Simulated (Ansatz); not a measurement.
# ScAl3N4: the cost of one run

Program: Ansatz 0.2.0. Level of theory: DFT PBE, scalar-relativistic, plane waves, PAW, unless a step names another level. These are calculated values, not measurements.

11 further runs of the same task are left out: 11 set aside as unsound or not needed. Runs told in other sessions of the task aren't counted.

## (1) The formula and the candidates

Pauling electronegativities: Sc 1.36, Al 1.61, N 3.04 (spread 1.68). The formula balances with common oxidation states: Al +3, Sc +3, N -3. Tabulated atomic sizes suggest about 13 Å³/atom. 31 candidates were drawn, by swapping species into database cells of other compounds, at random by space group and Wyckoff sites, or by hand, as the table says:

```csv
name,made from,space group no.,Wyckoff sites,atoms (primitive cell),V (Å³/atom)
c01,database cell of VCu3Te4,215,Sc 1a; Al 3d; N 4e,8,14.3
c02,random,191,"Sc 1b; Al 3f; N 2e, 2d",8,15.3
c03,built by hand: L12-ordered rocksalt,221,"Sc 1a; Al 3c; N 3d, 1b",8,11.4
c04,"built by hand: enargite (Cu3AsS4), ordered wurtzite",31,"Sc 2a; Al 2a, 4b; N 2a, 2a, 4b",16,11.5
c05,database cell of Cu3PdAu4,123,"Sc 1c; Al 2h, 1d; N 2g, 2g",8,11.9
c06,database cell of Mn4BiSb3,25,"Sc 1c; Al 1a, 1b, 1d; N 2g, 2h",8,13.0
c07,random,217,Sc 2a; Al 6b; N 8c,8,13.8
c08,database cell of AlCr3B4,47,"Sc 1h; Al 2q, 1b; N 2r, 2t",8,11.2
c09,random,187,"Sc 1b; Al 1d, 2i; N 3j, 1f",8,13.1
c10,database cell of Ca3CdO4,123,"Sc 1a; Al 2h, 1b; N 2g, 1c, 1d",8,11.0
c11,"built by hand: famatinite (Cu3SbS4), ordered zincblende",121,"Sc 2b; Al 4d, 2a; N 8i",8,11.4
c12,database cell of Ca3MnO4,12,"Sc 2a; Al 2d, 4i; N 4i, 4i",8,11.5
c13,random,166,"Sc 3b; Al 9d; N 9e, 3a",8,15.8
c14,database cell of LiFe3O4,2,"Sc 1e; Al 1a, 1f, 1g; N 2i, 2i",8,12.9
c15,random,156,"Sc 1b; Al 3d; N 1a, 3d",8,15.9
c16,"built by hand: 2x2x1 ordered wurtzite, hexagonal",186,"Sc 2b; Al 6c; N 6c, 2b",16,11.5
c17,database cell of Sr3CaO4,221,"Sc 1b; Al 3d; N 1a, 3c",8,11.9
c18,random,191,"Sc 1a; Al 3g; N 2e, 2d",8,13.0
c19,random,221,"Sc 1a; Al 3d; N 3c, 1b",8,15.8
c20,random,191,"Sc 1b; Al 3f; N 3g, 1a",8,14.4
c21,built by hand: layered ScN/AlN intergrowth,156,"Sc 1b; Al 1c, 1c, 1b; N 1c, 1c, 1b, 1a",8,11.4
c22,random,22,"Sc 4a; Al 8f, 4d; N 16k",8,15.2
c23,random,139,"Sc 2b; Al 4d, 2a; N 8i",8,13.4
c24,database cell of MgZn3O4,8,"Sc 2a; Al 2a, 2a, 2a; N 2a, 2a, 2a, 2a",8,13.0
c25,random,166,"Sc 3a; Al 9e; N 6c, 6c",8,14.8
c26,database cell of Mg3ZnO4,221,"Sc 1a; Al 3c; N 3d, 1b",8,10.8
c27,random,191,"Sc 1a; Al 2c, 1b; N 4h",8,13.4
c28,database cell of EuCu4P3,123,"Sc 1b; Al 1a, 2h; N 4i",8,11.2
c29,database cell of Sc3CoC4,71,"Sc 2b; Al 2d, 4i; N 8l",8,10.8
c30,"built by hand: lazarevicite (Cu3AsS4), ordered zincblende",215,Sc 1a; Al 3c; N 4e,8,11.4
c31,database cell of Zr4C3N,166,"Sc 3a; Al 6c, 3b; N 6c, 6c",8,11.8
```

## (2) Screening run of c04

input.yaml reads:

```yaml
crystal:
  lattice:
    - [6.45, 0.0, 0.0]
    - [0.0, 5.58, 0.0]
    - [0.0, 0.0, 5.1]
  atoms:
    - { symbol: Sc, position: [0.0, 0.828, 0.0] }
    - { symbol: Sc, position: [0.5, 0.172, 0.5] }
    - { symbol: Al, position: [0.0, 0.15, 0.5] }
    - { symbol: Al, position: [0.5, 0.85, 0.0] }
    - { symbol: Al, position: [0.247, 0.326, 0.01] }
    - { symbol: Al, position: [0.747, 0.674, 0.51] }
    - { symbol: Al, position: [0.253, 0.674, 0.51] }
    - { symbol: Al, position: [0.753, 0.326, 0.01] }
    - { symbol: "N", position: [0.0, 0.14, 0.885] }
    - { symbol: "N", position: [0.0, 0.822, 0.37] }
    - { symbol: "N", position: [0.242, 0.33, 0.395] }
    - { symbol: "N", position: [0.758, 0.33, 0.395] }
    - { symbol: "N", position: [0.5, 0.86, 0.385] }
    - { symbol: "N", position: [0.5, 0.178, 0.87] }
    - { symbol: "N", position: [0.742, 0.67, 0.895] }
    - { symbol: "N", position: [0.258, 0.67, 0.895] }
basis:
  ecutwfc: 420
kpoints:
  mp_grid: { grid: [2, 2, 3] }
hamiltonian:
  xc: pbe
scf:
  occupations: { method: gaussian, width: 0.15 }
  lower_state_search: "off"
output:
  forces: true
  stress: true
  eigenvalues: true
relax:
  adjacent_minimum: "off"
  f_tol: 0.08
  max_steps: 16
  cell: { stress_tol: 0.8 }
```

The run is started by

```sh
> ansatz run input.yaml --threads 1 --pin off --max-ram 2560MiB --backend cpu --events-out ev --progress --plain --runs-dir out
```

Q: Estimate wall time and peak memory on 1 thread of Intel Xeon 6975P-C (Granite Rapids), shared host.

About 25 s, with a peak of 0.44 GiB.
